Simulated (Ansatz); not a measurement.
**H11N2OSi3 radical: a reaction path by the nudged elastic band**

What path joins these two structures, and how high does it climb? Both ends were relaxed at PBE0-D4 in triple zeta.

Program: Ansatz 0.2.0, Gaussian basis. Level of theory: PBE0-D4/def2-SVP, unrestricted. These are calculated values, not measurements.

23 further runs of the same task are left out: 1 that didn't finish, 22 set aside as unsound or not needed.

## Step 1: Starting geometry

The first end: 17 atoms, charge 0, spin multiplicity 2.

Atoms are counted from 1 here; the program's logs count them from 0.

Bond lengths: Si1–N2 1.717 Å, Si1–N4 1.725 Å, Si1–H6 1.497 Å, N2–Si3 1.728 Å, N2–H9 1.014 Å, Si3–H10 1.491 Å, Si3–H11 1.486 Å, Si3–H12 1.487 Å, N4–Si5 1.731 Å, N4–H13 1.012 Å, Si5–H14 1.489 Å, Si5–H15 1.483 Å, Si5–H16 1.488 Å, H7–O8 0.965 Å, O8–H17 0.960 Å. Angles: N2–Si1–N4 108.1°, N2–Si1–H6 115.1°, N4–Si1–H6 105.4°, Si1–N2–Si3 126.9°, Si1–N2–H9 114.8°, Si3–N2–H9 118.0°, N2–Si3–H10 112.6°, N2–Si3–H11 108.0°, N2–Si3–H12 111.2°, H10–Si3–H11 108.2°, H10–Si3–H12 107.1°, H11–Si3–H12 109.6°, Si1–N4–Si5 129.2°, Si1–N4–H13 114.8°, Si5–N4–H13 115.6°, N4–Si5–H14 112.1°, N4–Si5–H15 107.5°, N4–Si5–H16 110.6° and more.

As a file:

```xyz
17
charge 0, multiplicity 2
Si    0.24626   -0.08028    0.84938
N     0.93059   -0.65282   -0.61725
Si    0.24993   -0.52213   -2.20037
N    -0.96040    1.08753    0.45649
Si   -2.57004    1.24851    1.07295
H    -0.45705   -1.11785    1.66850
H     3.07800   -0.36978    1.39812
O     3.51918   -1.04209    0.86517
H     1.87121   -1.02293   -0.53192
H     0.14295    0.89149   -2.66198
H     1.13556   -1.25341   -3.14333
H    -1.11776   -1.10319   -2.24696
H    -0.64599    1.83760   -0.14627
H    -2.71881    2.44415    1.94774
H    -2.87126    0.02755    1.85858
H    -3.54520    1.38699   -0.04240
H     3.71284   -1.75934    1.47354
```

The second end:

```
Si    1.0707    0.7327    2.0298
N     0.2955   -1.4435   -0.7440
Si    0.1321   -0.7115   -2.2916
N    -0.1636    1.4347    1.0826
Si   -1.7892    0.8695    0.8549
H     0.4314   -0.3652    2.8157
H     1.1209   -1.2194   -0.2038
O     2.2530    0.1239    1.0257
H     0.0436   -2.4133   -0.6377
H     0.2679    0.7601   -2.1332
H     1.1308   -1.1346   -3.3202
H    -1.2158   -1.0456   -2.8220
H     0.1040    2.2380    0.5300
H    -2.7654    1.8704    1.3706
H    -1.9441   -0.3911    1.6165
H    -2.0992    0.6604   -0.5831
H     3.1275    0.0347    1.4098
```

## Step 2: The band at PBE0-D4/def2-SVP

Input file neb/in.yaml:

```yaml
crystal:
  periodic: [false, false, false]
  atoms:
    - {symbol: Si, position_ang: [0.246262, -0.080285, 0.849377]}
    - {symbol: N, position_ang: [0.930594, -0.652821, -0.617253]}
    - {symbol: Si, position_ang: [0.249933, -0.522129, -2.200372]}
    - {symbol: N, position_ang: [-0.960400, 1.087526, 0.456487]}
    - {symbol: Si, position_ang: [-2.570038, 1.248513, 1.072954]}
    - {symbol: H, position_ang: [-0.457054, -1.117849, 1.668501]}
    - {symbol: H, position_ang: [3.078001, -0.369779, 1.398121]}
    - {symbol: O, position_ang: [3.519177, -1.042088, 0.865174]}
    - {symbol: H, position_ang: [1.871213, -1.022931, -0.531921]}
    - {symbol: H, position_ang: [0.142947, 0.891492, -2.661984]}
    - {symbol: H, position_ang: [1.135559, -1.253405, -3.143326]}
    - {symbol: H, position_ang: [-1.117756, -1.103195, -2.246958]}
    - {symbol: H, position_ang: [-0.645995, 1.837595, -0.146268]}
    - {symbol: H, position_ang: [-2.718813, 2.444151, 1.947742]}
    - {symbol: H, position_ang: [-2.871262, 0.027554, 1.858579]}
    - {symbol: H, position_ang: [-3.545204, 1.386992, -0.042396]}
    - {symbol: H, position_ang: [3.712837, -1.759344, 1.473544]}
basis:
  gaussian: {orbitals: def2-SVP}
magnetization: {spin_polarized: true, initial_magnetization: 1}
hamiltonian: {xc: pbe0, dispersion: d4}
neb:
  images: 5
  climbing: true
  max_iterations: 40
  initial_path: idpp
  final_atoms:
    - {symbol: Si, position_ang: [1.070667, 0.732685, 2.029782]}
    - {symbol: N, position_ang: [0.295546, -1.443521, -0.743954]}
    - {symbol: Si, position_ang: [0.132083, -0.711492, -2.291578]}
    - {symbol: N, position_ang: [-0.163623, 1.434729, 1.082650]}
    - {symbol: Si, position_ang: [-1.789222, 0.869469, 0.854915]}
    - {symbol: H, position_ang: [0.431413, -0.365217, 2.815684]}
    - {symbol: H, position_ang: [1.120924, -1.219434, -0.203837]}
    - {symbol: O, position_ang: [2.252959, 0.123911, 1.025678]}
    - {symbol: H, position_ang: [0.043628, -2.413347, -0.637701]}
    - {symbol: H, position_ang: [0.267904, 0.760068, -2.133240]}
    - {symbol: H, position_ang: [1.130828, -1.134604, -3.320245]}
    - {symbol: H, position_ang: [-1.215809, -1.045631, -2.821994]}
    - {symbol: H, position_ang: [0.103963, 2.237964, 0.529959]}
    - {symbol: H, position_ang: [-2.765384, 1.870408, 1.370636]}
    - {symbol: H, position_ang: [-1.944120, -0.391080, 1.616518]}
    - {symbol: H, position_ang: [-2.099207, 0.660392, -0.583058]}
    - {symbol: H, position_ang: [3.127450, 0.034700, 1.409784]}
```

Started as:

```console
> ansatz run in.yaml --threads 4 --pin off --events-out ev --progress --plain --max-ram 63488MiB --backend cpu
```

Q: Predict the outcome of this session. Wanted: from earlier runs: barrier over the separately found saddle, CCSD(T)/def2-TZVPP.

As calculated:

```
                                                                       quantity                                                    value
                                                PBE0-D4/def2-SVP, 25 iterations  highest 16.4 kcal/mol (image 4), last end -6.0 kcal/mol
from earlier runs: barrier over the separately found saddle, CCSD(T)/def2-TZVPP                                            24.2 kcal/mol
```

The highest image lies 16.4 kcal/mol above the first end, and it climbed, so it estimates the saddle. The ends are not quite minima at this level (largest force component 0.51 eV/Å), so the heights are unreliable: relaxing the first end would lower it and raise the barrier above it. The highest image is 7.7 kcal/mol below the CCSD(T) barrier in triple zeta, which comes from separate runs on the saddle.
